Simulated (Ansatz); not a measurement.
# GeH₅NO: a reaction path by the nudged elastic band

Aim: the minimum-energy path between two given structures and its highest point. Both ends were relaxed at PBE0-D4 in triple zeta.

Program: Ansatz 0.2.0, Gaussian basis. Level of theory: PBE0-D4/def2-SVP. These are calculated values, not measurements.

18 further runs of the same task are left out: 2 that didn't finish, 16 set aside as unsound or not needed.

## 1. The starting structure

The first end: 8 atoms, charge 0, spin multiplicity 1.

Atoms are counted from 1 here; the program's logs count them from 0.

Bond lengths: Ge1–O2 1.788 Å, Ge1–N3 1.827 Å, Ge1–H5 1.529 Å, Ge1–H6 1.539 Å, O2–H7 0.959 Å, N3–H4 1.009 Å, N3–H8 1.010 Å. Angles: O2–Ge1–N3 114.5°, O2–Ge1–H5 102.9°, O2–Ge1–H6 109.5°, N3–Ge1–H5 108.8°, N3–Ge1–H6 106.3°, H5–Ge1–H6 115.1°, Ge1–O2–H7 113.0°, Ge1–N3–H4 116.1°, Ge1–N3–H8 115.8°, H4–N3–H8 109.5°.

As a file:

```
Ge   -0.22336    0.55558    0.25765
O     0.09177    1.01310   -1.44236
N     0.42790   -1.08304    0.73564
H    -0.08775   -1.88150    0.39596
H     0.52424    1.63265    1.04457
H    -1.74168    0.50499    0.50194
H    -0.40588    0.48548   -2.07021
H     1.41475   -1.22717    0.57681
```

The second end:

```tsv
atom	x (Å)	y (Å)	z (Å)
Ge1	-0.1847	0.4277	0.7931
O2	0.1663	0.1928	-1.4764
N3	0.1520	-1.2388	1.0499
H4	0.2806	-0.7465	-1.2402
H5	0.7250	1.6577	0.9962
H6	-1.6483	0.8335	0.5692
H7	-0.6039	0.2433	-2.0539
H8	1.1130	-1.3696	1.3621
```

## 2. The band at PBE0-D4/def2-SVP

Contents of neb/in.yaml:

```yaml
crystal:
  periodic: [false, false, false]
  atoms:
    - {symbol: Ge, position_ang: [-0.223363, 0.555576, 0.257653]}
    - {symbol: O, position_ang: [0.091774, 1.013104, -1.442356]}
    - {symbol: N, position_ang: [0.427903, -1.083036, 0.735639]}
    - {symbol: H, position_ang: [-0.087746, -1.881503, 0.395960]}
    - {symbol: H, position_ang: [0.524242, 1.632652, 1.044567]}
    - {symbol: H, position_ang: [-1.741675, 0.504995, 0.501939]}
    - {symbol: H, position_ang: [-0.405880, 0.485483, -2.070212]}
    - {symbol: H, position_ang: [1.414746, -1.227172, 0.576810]}
basis:
  gaussian: {orbitals: def2-SVP}
hamiltonian: {xc: pbe0, dispersion: d4}
neb:
  images: 5
  climbing: true
  max_iterations: 40
  initial_path: idpp
  final_atoms:
    - {symbol: Ge, position_ang: [-0.184680, 0.427686, 0.793135]}
    - {symbol: O, position_ang: [0.166277, 0.192768, -1.476443]}
    - {symbol: N, position_ang: [0.152035, -1.238841, 1.049864]}
    - {symbol: H, position_ang: [0.280554, -0.746487, -1.240173]}
    - {symbol: H, position_ang: [0.724992, 1.657739, 0.996199]}
    - {symbol: H, position_ang: [-1.648292, 0.833457, 0.569219]}
    - {symbol: H, position_ang: [-0.603921, 0.243348, -2.053907]}
    - {symbol: H, position_ang: [1.113034, -1.369570, 1.362107]}
```

Launch:

```console
$ ansatz run in.yaml --threads 4 --pin off --events-out ev --progress --plain --max-ram 9574MiB
```

What it wrote (excerpt; [...] marks lines left out):

```text
Functional definition: PBE0
  name "PBE0"
  cite "Adamo & Barone, J. Chem. Phys. 110, 6158 (1999) doi:10.1063/1.478522"
  cite "Perdew, Burke & Ernzerhof, Phys. Rev. Lett. 77, 3865 (1996) doi:10.1103/PhysRevLett.77.3865"
  parent pbe
[...]
910 factors; integrals over basis functions are off by at most 4.7e-4 eV
[...]
mean field -60116.48359368 eV, -2209.2400236517 hartree, gradient 4.1e-5 eV, S^2 0.000000; 0 other end points of the search recorded, 0 dependent functions left out
[...]
reference -60116.48361835 eV, -2209.2400245582 hartree; 26, 26 occupied and 59, 59 virtual orbitals, 910 factors
[... from here to the last solve, the lines of the solves are left out (98 solves) ...]
WARN: NEB end point (image 0): max|allowed force component| = 3.372e-1 eV/Å (the criterion of neb.relax_end_points is 1.000e-2). That is over neb.f_tol: it is no minimum, so the barrier can be far off. Relax it first
WARN: NEB end point (image 6): max|allowed force component| = 3.274e-1 eV/Å (the criterion of neb.relax_end_points is 1.000e-2). That is over neb.f_tol: it is no minimum, so the barrier can be far off. Relax it first
NEB iter   1: max|band force component| = 3.824e0 eV/Å  barrier→ = 4.6229 eV  barrier← = 2.3143 eV  Δτ_max = 0.2000 Å  (179 SCF iters)
[...]
NEB iter   3: max|band force component| = 4.871e0 eV/Å  barrier→ = 2.8376 eV  barrier← = 0.5289 eV  Δτ_max = 0.1007 Å  (143 SCF iters)
[...]
NEB iter   5: max|band force component| = 1.225e0 eV/Å  barrier→ = 2.3797 eV  barrier← = 0.0711 eV  Δτ_max = 0.1969 Å  (142 SCF iters)
[...]
NEB iter   7: max|band force component| = 3.846e-1 eV/Å  barrier→ = 2.3647 eV  barrier← = 0.0560 eV  CI = image 5  Δτ_max = 0.0485 Å  (131 SCF iters)
[...]
NEB iter   9: max|band force component| = 8.412e-2 eV/Å  barrier→ = 2.3595 eV  barrier← = 0.0508 eV  CI = image 5  Δτ_max = 0.0343 Å  (124 SCF iters)
NEB iter  10: max|band force component| = 5.511e-2 eV/Å  barrier→ = 2.3592 eV  barrier← = 0.0505 eV  CI = image 5  Δτ_max = 0.0183 Å  (121 SCF iters)
[...]
NEB iter  11: max|band force component| = 2.220e-2 eV/Å  barrier→ = 2.3591 eV  barrier← = 0.0504 eV  CI = image 5  Δτ_max = 0.0000 Å  (1063 SCF iters)
Total energy: -60114.22138545 eV, -2209.1568890326 hartree
Atom 0 at    -0.183718     0.564174     0.602712 Å, force     0.003881    -0.008691     0.002383 eV/Å
Atom 1 at    -0.028234    -0.016663    -1.386317 Å, force    -0.002836    -0.005451    -0.006636 eV/Å
Atom 2 at     0.487190    -1.037235     0.806285 Å, force     0.000910     0.015726     0.003883 eV/Å
Atom 3 at     0.343853    -0.826625    -0.795347 Å, force    -0.003750     0.001361    -0.006825 eV/Å
Atom 4 at     0.542405     1.924204     0.715630 Å, force    -0.001548     0.001762     0.001010 eV/Å
Atom 5 at    -1.713251     0.749363     0.619384 Å, force    -0.001753     0.000493     0.001880 eV/Å
Atom 6 at    -0.846397    -0.286990    -1.828675 Å, force     0.007300     0.001049     0.004896 eV/Å
Atom 7 at     1.398153    -1.070129     1.266328 Å, force    -0.002204    -0.006250    -0.000590 eV/Å
Dipole moment:    -0.185497     0.310795    -0.236121 e Å
```

Wall time 6.6 min (4 threads of Intel Xeon at 2.50GHz, shared host); peak memory 0.4 GiB.

The last band:

```tsv
image	path (Å)	energy (kcal/mol)	O2–H4 (Å)	Ge1–O2 (Å)	N3–H4 (Å)
0	0.00	0.0	3.43	1.79	1.01
1	0.60	0.5	3.22	1.79	1.02
2	1.19	1.9	2.89	1.79	1.02
3	1.79	4.4	2.44	1.79	1.02
4	2.38	22.2	1.70	1.86	1.09
5	2.98	54.4	1.07	2.08	1.62
6	3.60	53.2	0.98	2.31	2.35
```

The highest image, 5:

```xyz
8
GeH5NO
Ge   -0.1837    0.5642    0.6027
O    -0.0282   -0.0167   -1.3863
N     0.4872   -1.0372    0.8063
H     0.3439   -0.8266   -0.7953
H     0.5424    1.9242    0.7156
H    -1.7133    0.7494    0.6194
H    -0.8464   -0.2870   -1.8287
H     1.3982   -1.0701    1.2663
```

## 3. Summary of results

| quantity | value |
| --- | --- |
| PBE0-D4/def2-SVP, 11 iterations | highest 54.4 kcal/mol (image 5), last end +53.2 kcal/mol |
| from earlier runs: barrier over the separately found saddle, CCSD(T)/def2-TZVPP | 57.8 kcal/mol |

The highest image lies 54.4 kcal/mol above the first end, and it climbed, so it estimates the saddle. The ends are not quite minima at this level (largest force component 0.34 eV/Å), so the heights are unreliable: relaxing the first end would lower it and raise the barrier above it. The highest image is 3.4 kcal/mol below the CCSD(T) barrier in triple zeta, which comes from separate runs on the saddle.
